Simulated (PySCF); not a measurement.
# CeCl4 (Ce(Cl)4-): the cost of one run

Method: r2SCAN, Ce lcecp-1-SVP with ECP47, Cl def2-SVP; scalar-relativistic core potentials, no spin–orbit coupling; program: PySCF 2.14.0.

4 further runs of the same task are left out: 2 for a known fault of the program, 2 that didn't finish.

## Step 1: The starting structure

5 atoms, charge -1, spin multiplicity 1.

Bond lengths: Ce1–Cl2 2.660 Å, Ce1–Cl3 2.660 Å, Ce1–Cl4 2.660 Å, Ce1–Cl5 2.660 Å. Angles: Cl2–Ce1–Cl3 109.5°, Cl2–Ce1–Cl4 109.5°, Cl2–Ce1–Cl5 109.5°, Cl3–Ce1–Cl4 109.5°, Cl3–Ce1–Cl5 109.5°, Cl4–Ce1–Cl5 109.5°.

As a file:

| atom | x (Å) | y (Å) | z (Å) |
| --- | --- | --- | --- |
| Ce1 | 0.0000 | 0.0000 | 0.0000 |
| Cl2 | 1.5359 | 1.5359 | 1.5359 |
| Cl3 | -1.5359 | -1.5359 | 1.5359 |
| Cl4 | 1.5359 | -1.5359 | -1.5359 |
| Cl5 | -1.5359 | 1.5359 | -1.5359 |

Formal oxidation states: Ce +3. Each metal's 1 4f electrons lie in its core potential, so multiplicities, spins and levels count the valence alone. An earlier session relaxed this geometry at r2SCAN, Ce lcecp-1-SVP with ECP47, Cl def2-SVP (singlet, point group Td).

Its energy there is -1872.825913 Eh.

## Step 2: Atoms moved at random, σ = 0.06 Å

Input file run.py (the lines that set the calculation):

```python
mol = gto.M(atom='''
Ce    -0.04110    -0.10634     0.03060
Cl     1.52973     1.55204     1.57641
Cl    -1.49035    -1.53854     1.52408
Cl     1.51518    -1.37911    -1.54390
Cl    -1.51346     1.47195    -1.58719''',
    basis={'Ce': 'lcecp-1-SVP', 'Cl': 'def2-SVP'},
    ecp={'Ce': 'lcecp-1-SVP'},
    charge=-1, spin=0)
mf = dft.RKS(mol, xc='R2SCAN')
mf.grids.atom_grid = (50, 194)  # f atoms: unpruned, at least (60, 302)
mf = mf.density_fit()  # fitting sets: Ce AutoAux, Cl def2-universal-JKFIT
mf.conv_tol = 1e-08; mf.max_cycle = 55
mf.kernel(dm0)  # dm0: the density of the relaxed state
```

On the command line:

```bash
> OMP_NUM_THREADS=2 python run.py
```

**Question.** How long does this run take on 2 threads of Arm Neoverse V1, shared host?

About 6.4 s.
